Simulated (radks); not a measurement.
**Nuclear size and the levels of Eu⁺**

Aim: how the total energy, the levels and the density at the nucleus of Eu⁺ respond when the nuclear radius is scaled.

The numbers are computed with radks (a radial shooting solver on a logarithmic mesh, Libxc functionals) version 1 (Dirac Kohn-Sham, BLYP, spin-unpolarised, spherical densities, finite nucleus; open shells are shared between the two j in proportion to 2j + 1), except any that are marked as measured or tabulated.

### Step 1. What is computed

```
element            : europium (Z = 63)
charge             : +1
electrons          : 62
configuration      : [Xe] 4f7 6s1
nuclear rms radius : 5.1115 fm
```

The outer shells:

Eu⁺
```
[Xe] core
4f [↑ ][↑ ][↑ ][↑ ][↑ ][↑ ][↑ ]
6s [↑ ]
```

### Step 2. rms radius 5.1115 fm

The run's settings:

```text
Z 63
configuration [Xe] 4f7 6s1 5d0 6p0
relativity Dirac
functional b88,lyp
spin unpolarised
j_filling average
nucleus finite rms 5.1115 fm
c 137.035999084
```

### Step 3. rms radius 4.3192 fm

Settings, as their differences from step 2:

```diff
@@ -6,3 +6,3 @@
 j_filling average
-nucleus finite rms 5.1115 fm
+nucleus finite rms 4.3192 fm
 c 137.035999084
```

### Step 4. rms radius 4.7639 fm

Settings, as their differences from step 3:

```diff
@@ -6,3 +6,3 @@
 j_filling average
-nucleus finite rms 4.3192 fm
+nucleus finite rms 4.7639 fm
 c 137.035999084
```

### Step 5. rms radius 5.4795 fm

Settings, as their differences from step 4:

```diff
@@ -6,3 +6,3 @@
 j_filling average
-nucleus finite rms 4.7639 fm
+nucleus finite rms 5.4795 fm
 c 137.035999084
```

### Step 6. rms radius 5.7095 fm

Settings, as their differences from step 5:

```diff
@@ -6,3 +6,3 @@
 j_filling average
-nucleus finite rms 5.4795 fm
+nucleus finite rms 5.7095 fm
 c 137.035999084
```

**Question.** What will these runs give? Wanted: for each run, rms radius; total energy shift; density at nucleus; 1s1/2 shift; 2s1/2 shift; 5s1/2 shift; 5p1/2 shift; 6s1/2 shift.

As calculated:

| rms radius (fm) | total energy shift (eV) | density at nucleus (e/bohr³) | 1s1/2 shift (meV) | 2s1/2 shift (meV) | 5s1/2 shift (meV) | 5p1/2 shift (meV) | 6s1/2 shift (meV) |
| --- | --- | --- | --- | --- | --- | --- | --- |
| 4.3192 | -5.40 | 6.04e+05 | -2229 | -285 | -2.20 | 0.172 | -0.200 |
| 4.7639 | -2.45 | 5.895e+05 | -1013 | -129 | -0.999 | 0.0783 | -0.0910 |
| 5.1115 | 0 | 5.794e+05 | 0 | 0 | 0 | 0 | 0 |
| 5.4795 | 2.74 | 5.695e+05 | 1130 | 144 | 1.11 | -0.0873 | 0.102 |
| 5.7095 | 4.52 | 5.638e+05 | 1867 | 238 | 1.84 | -0.144 | 0.168 |

**Reading.** Shifts are against the first run. Over the range the 1s1/2 level moves by 4.10 eV and the 6s1/2 level by 0.368 meV. A larger nucleus binds the 1s electrons less and lowers the density at its centre. These are shifts of eigenvalues, not the field shifts of spectral lines.
